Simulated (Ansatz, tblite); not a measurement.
# The cluster Cs₇−: rung by rung

How do method and basis change the picture of the cluster Cs₇− (singlet)?

The runs use Ansatz 0.2.0, Gaussian basis; as each input shows.

Plan: GFN1-xTB, GFN2-xTB, PBE/def2-TZVPD, r2SCAN/def2-TZVPD, BHLYP/def2-TZVPD, B3LYP/def2-TZVPD, revPBE/def2-TZVPD, MP2/def2-TZVPD, RPA/def2-TZVPD.

2 further runs of the same task are left out: 2 set aside as unsound or not needed. Runs told in other sessions of the task aren't counted.

## 1. The relaxed structure

The singlet was relaxed beforehand with B3LYP/def2-SVPD. At that level it is the lowest of the isomers that a small search found.

7 atoms, charge -1, spin multiplicity 1.

Bond lengths: Cs1–Cs3 5.322 Å, Cs1–Cs4 5.224 Å, Cs1–Cs5 5.227 Å, Cs2–Cs3 5.271 Å, Cs2–Cs4 5.158 Å, Cs2–Cs7 5.228 Å, Cs3–Cs6 5.306 Å, Cs4–Cs5 5.580 Å, Cs4–Cs7 5.546 Å, Cs5–Cs6 5.167 Å, Cs5–Cs7 5.854 Å, Cs6–Cs7 5.208 Å. Angles: Cs3–Cs1–Cs4 110.5°, Cs3–Cs1–Cs5 105.4°, Cs4–Cs1–Cs5 64.5°, Cs3–Cs2–Cs4 112.3°, Cs3–Cs2–Cs7 109.4°, Cs4–Cs2–Cs7 64.6°, Cs1–Cs3–Cs2 67.1°, Cs1–Cs3–Cs6 73.0°, Cs2–Cs3–Cs6 70.2°, Cs1–Cs4–Cs2 68.7°, Cs1–Cs4–Cs5 57.8°, Cs1–Cs4–Cs7 95.3°, Cs2–Cs4–Cs5 92.0°, Cs2–Cs4–Cs7 58.3°, Cs5–Cs4–Cs7 63.5°, Cs1–Cs5–Cs4 57.7°, Cs1–Cs5–Cs6 74.9°, Cs1–Cs5–Cs7 91.7° and more.

Cs takes a core potential in the def2 sets. No spin-orbit coupling is included. The ion is computed in the gas phase, without counter-ions or solvent.

PBE0/def2-TZVPD was run before; its log isn't repeated, and its numbers join the tables.

## 2. GFN1-xTB

Tight binding, by tblite at 300 K electronic temperature and without a spin-polarisation term:

```python
tblite.interface.Calculator('GFN1-xTB', numbers, positions, charge=-1, uhf=0).singlepoint()
```

Energy -75.0323 eV, HOMO -9.93 eV, LUMO -8.20 eV; 0.005 s.

## 3. GFN2-xTB

Tight binding, by tblite at 300 K electronic temperature and without a spin-polarisation term:

```python
tblite.interface.Calculator('GFN2-xTB', numbers, positions, charge=-1, uhf=0).singlepoint()
```

Energy -35.9165 eV, HOMO -0.96 eV, LUMO -0.32 eV; 0.01 s.

## 4. PBE/def2-TZVPD

start.molden holds the orbitals of an earlier run on this state, given as this run's starting guess.

Input file in.yaml:

```yaml
crystal:
  periodic: [false, false, false]
  atoms:
    - {symbol: Cs, position_ang: [-1.825110, 3.106268, 1.021317]}
    - {symbol: Cs, position_ang: [0.908086, 0.477378, -3.442944]}
    - {symbol: Cs, position_ang: [3.304627, 3.855762, -0.182500]}
    - {symbol: Cs, position_ang: [-3.814592, -0.804699, -1.813734]}
    - {symbol: Cs, position_ang: [-2.028388, -1.532308, 3.422468]}
    - {symbol: Cs, position_ang: [2.932931, -0.909680, 2.120616]}
    - {symbol: Cs, position_ang: [0.522447, -4.192720, -1.125222]}
basis:
  gaussian: {orbitals: def2-TZVPD, initial_orbitals: start.molden}
total_charge: -1
hamiltonian: {xc: pbe}
scf: {omitted_lower_state_checks: [starts]}
output: {forces: true, orbitals: {seedname: orbitals}}
```

Command:

```console
ansatz run in.yaml --threads 4 --pin off --events-out ev --progress --plain --max-ram 4787MiB
```

The runs that follow: r2SCAN/def2-TZVPD; BHLYP/def2-TZVPD; B3LYP/def2-TZVPD; revPBE/def2-TZVPD; MP2/def2-TZVPD; RPA/def2-TZVPD.

**Question.** What will the summary of the whole plan be? Wanted: gap in def2-TZVPD, named functionals, smallest and largest; correlation energy, MP2/def2-TZVPD.

The runs gave:

```
                                                  quantity                              value
gap in def2-TZVPD, named functionals, smallest and largest  0.50 eV (revPBE), 1.57 eV (BHLYP)
                        correlation energy, MP2/def2-TZVPD                          -23.46 eV
```

Over the named functionals in def2-TZVPD the gap runs from 0.50 eV (revPBE) to 1.57 eV (BHLYP); exact exchange widens it.
